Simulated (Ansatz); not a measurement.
# Platinum, hcp under r²SCAN: structure, energy and stiffness

What does r²SCAN give for platinum in the hcp structure? We relax it, solve it on a dense k-mesh, switch on spin-orbit coupling, then scale the cell to 7 volumes from 88 to 112 % of the relaxed one and try a fit of the equation of state. The k-meshes are 13×13×7 for the relaxation; 22×22×11 for the dense run; 13×13×7 for spin-orbit coupling; 15×15×8 for the volumes.

This is Pt in the hcp structure; at room conditions it is fcc.

Computed with Ansatz 0.2.0 (DFT r2SCAN, plane waves (500 eV) with PAW, scalar-relativistic; PBE-made PAW files, unless a step says otherwise).

## Step 1: The system as given

The structure is hexagonal, space group P6_3/mmc (No. 194). The conventional cell has a = 2.774 Å, b = 2.774 Å, c = 4.530 Å, α = 90.00°, β = 90.00°, γ = 120.00°. Pt (site symmetry -6m2) has 12 Pt at 2.77 Å as nearest neighbours.

Structure file:

```
CELL_PARAMETERS angstrom
2.77405 0.00000 0.00000
-1.38702 2.40239 0.00000
0.00000 0.00000 4.53002
ATOMIC_POSITIONS crystal
Pt 0.33333 0.66667 0.25000
Pt 0.66667 0.33333 0.75000
```

## Step 2: Relaxing cell and atoms

The input, input.yaml:

```yaml
crystal:
  lattice:
    - [2.7740467412, 0.0, 0.0]
    - [-1.3870233706, 2.4023949491, 0.0]
    - [0.0, 0.0, 4.5300183283]
  atoms:
    - { symbol: Pt, position: [0.3333333333, 0.6666666667, 0.25] }
    - { symbol: Pt, position: [0.6666666667, 0.3333333333, 0.75] }
hamiltonian:
  xc: r2scan
  pseudopotentials:
    kind: paw
    azcp:
      Pt: "pseudopotentials/Pt.paw.azcp"
basis:
  ecutwfc: 500
  fft_grid_basis: typed
kpoints:
  mp_grid: { grid: [13, 13, 7], shift: [0, 0, 0] }
magnetization:
  spin_polarized: false
scf:
  occupations: { method: fermi_dirac, width: 0.1 }
relax:
  max_steps: 60
  f_tol: 0.01
  cell: {}
```

On the command line:

```
$ ansatz run input.yaml --threads 1 --pin off --max-ram 3584MiB --backend cpu --events-out ev --progress --plain --runs-dir out
```

After this run come: Dense single point; With spin-orbit coupling; Volume × 0.88; Volume × 0.92; Volume × 0.96; Volume × 1.0; Volume × 1.04; Volume × 1.08; Volume × 1.12.

Before running it: what results should come out? Wanted: space group; conventional cell; volume; shortest distance; gap on the mesh; relative to fcc; V₀, B₀, B₀′.

The runs gave:

```
                      quantity                                   value
space group (spins left aside)                      P6_3/mmc (No. 194)
             conventional cell  a = 2.739 Å, c = 4.746 Å (c/a = 1.732)
                        volume                          15.420 Å³/atom
             shortest distance                                 2.739 Å
               gap on the mesh            none (levels filled in part)
               relative to fcc                            +65 meV/atom
                   V₀, B₀, B₀′            15.403 Å³/atom, 266 GPa, 5.4
```

The relaxation enlarged the cell by 2.2 % in volume. It lies 65 meV/atom above the element's reference form at the same level (fcc, from a run of its own). No gap shows: it is a metal or semimetal at this level. Totals with and without spin-orbit coupling (+24.9 eV/atom apart) can't be read as binding, since the two-component data shift the zero of energy. B₀ comes out at 266 GPa; letting shape and positions relax at each volume could only lower it. Relaxation kept the symmetry; phonons were not checked.
